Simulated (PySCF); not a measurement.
# Te³⁺: changing the method

What do other methods print for Te³⁺?

Program: PySCF 2.14.0. Level of theory: each script names its method and basis. These are calculated values, not measurements.

2 further runs of the same task are left out: 2 for a known fault of the program.

**1. The atom**

Te³⁺: 1 atom, charge 3, spin multiplicity 2.

**2. The run that the others are compared with**

input.py

```python
from pyscf import gto, scf
from pyscf.prop.polarizability import uhf as pol

mol = gto.M(
    atom='Te 0 0 0',
    basis='jorge-dzp',
    charge=3,
    spin=1,
    verbose=4,
)
mf = scf.UHF(mol)
mf.kernel()
print('polarizability (a.u.)')
print(pol.Polarizability(mf).polarizability().round(4))
mf.dip_moment()
print('orbital energies (hartree):', [e[max(0, n-3):n+3].round(4) for e, n in zip(mf.mo_energy, mol.nelec)])
```

On the command line:

```bash
python input.py
```

**3. MP2**

Edit 1 changes step after the SCF: polarizability → mp2; frozen orbitals: none → 18.

input.py

```python
from pyscf import gto, scf, mp

mol = gto.M(
    atom='Te 0 0 0',
    basis='jorge-dzp',
    charge=3,
    spin=1,
    verbose=4,
)
mf = scf.UHF(mol)
mf.kernel()
mp.MP2(mf, frozen=18).kernel()
mf.dip_moment()
print('orbital energies (hartree):', [e[max(0, n-3):n+3].round(4) for e, n in zip(mf.mo_energy, mol.nelec)])
```

**4. SCF alone**

Edit 2 changes step after the SCF: polarizability → none.

input.py

```python
from pyscf import gto, scf

mol = gto.M(
    atom='Te 0 0 0',
    basis='jorge-dzp',
    charge=3,
    spin=1,
    verbose=4,
)
mf = scf.UHF(mol)
mf.kernel()
mf.dip_moment()
print('orbital energies (hartree):', [e[max(0, n-3):n+3].round(4) for e, n in zip(mf.mo_energy, mol.nelec)])
```

**5. TDHF**

Edit 3 changes step after the SCF: polarizability → tddft; number of roots: none → 4.

input.py

```python
from pyscf import gto, scf, tdscf

mol = gto.M(
    atom='Te 0 0 0',
    basis='jorge-dzp',
    charge=3,
    spin=1,
    verbose=4,
)
mf = scf.UHF(mol)
mf.kernel()
td = tdscf.TDHF(mf)
td.nstates = 4
td.kernel()
td.analyze()
mf.dip_moment()
print('orbital energies (hartree):', [e[max(0, n-3):n+3].round(4) for e, n in zip(mf.mo_energy, mol.nelec)])
```

**6. Blyp (UKS)**

Edit 4 changes functional: none (Hartree–Fock) → blyp; SCF type: UHF → UKS; step after the SCF: polarizability → analyze.

input.py

```python
from pyscf import gto, dft

mol = gto.M(
    atom='Te 0 0 0',
    basis='jorge-dzp',
    charge=3,
    spin=1,
    verbose=4,
)
mf = dft.UKS(mol, xc='blyp')
mf.kernel()
mf.analyze()
print('orbital energies (hartree):', [e[max(0, n-3):n+3].round(4) for e, n in zip(mf.mo_energy, mol.nelec)])
```

**7. MP2**

Edit 5 changes step after the SCF: polarizability → mp2.

input.py

```python
from pyscf import gto, scf, mp

mol = gto.M(
    atom='Te 0 0 0',
    basis='jorge-dzp',
    charge=3,
    spin=1,
    verbose=4,
)
mf = scf.UHF(mol)
mf.kernel()
mp.MP2(mf).kernel()
mf.dip_moment()
print('orbital energies (hartree):', [e[max(0, n-3):n+3].round(4) for e, n in zip(mf.mo_energy, mol.nelec)])
```

**8. RHF**

Edit 6 changes SCF type: UHF → RHF.

input.py

```python
from pyscf import gto, scf
from pyscf.prop.polarizability import rhf as pol

mol = gto.M(
    atom='Te 0 0 0',
    basis='jorge-dzp',
    charge=3,
    spin=1,
    verbose=4,
)
mf = scf.RHF(mol)
mf.kernel()
print('polarizability (a.u.)')
print(pol.Polarizability(mf).polarizability().round(4))
mf.dip_moment()
print('orbital energies (hartree):', mf.mo_energy[..., max(0, mol.nelec[1]-3):mol.nelec[0]+3].round(4))
```

**Question.** What will these runs give? Wanted: for each run, E(SCF); from base; gap, α spin; after the SCF.

As calculated:

```tsv
run	E(SCF) (hartree)	from base (eV)	cycles	gap, α spin (eV)	after the SCF
base	-6604.080529	0	7	8.95	n/a
MP2	-6604.080529	0.0000	7	8.95	MP2 correlation -9.477 eV, core frozen
SCF alone	-6604.080529	0.0000	7	8.95	n/a
TDHF	-6604.080529	0.0000	7	8.95	lowest root found 0.00 eV
blyp (UKS)	-6606.579503	not comparable	6	0.07	n/a
MP2	-6604.080529	0.0000	7	8.95	MP2 correlation -13.700 eV
RHF	-6604.078948	+0.0430	7	n/a	n/a
```

**Reading.** Total energies of different functionals can't be compared with each other; differences within one functional can. The dearest run is “TDHF”, at 26 s against 1 s.
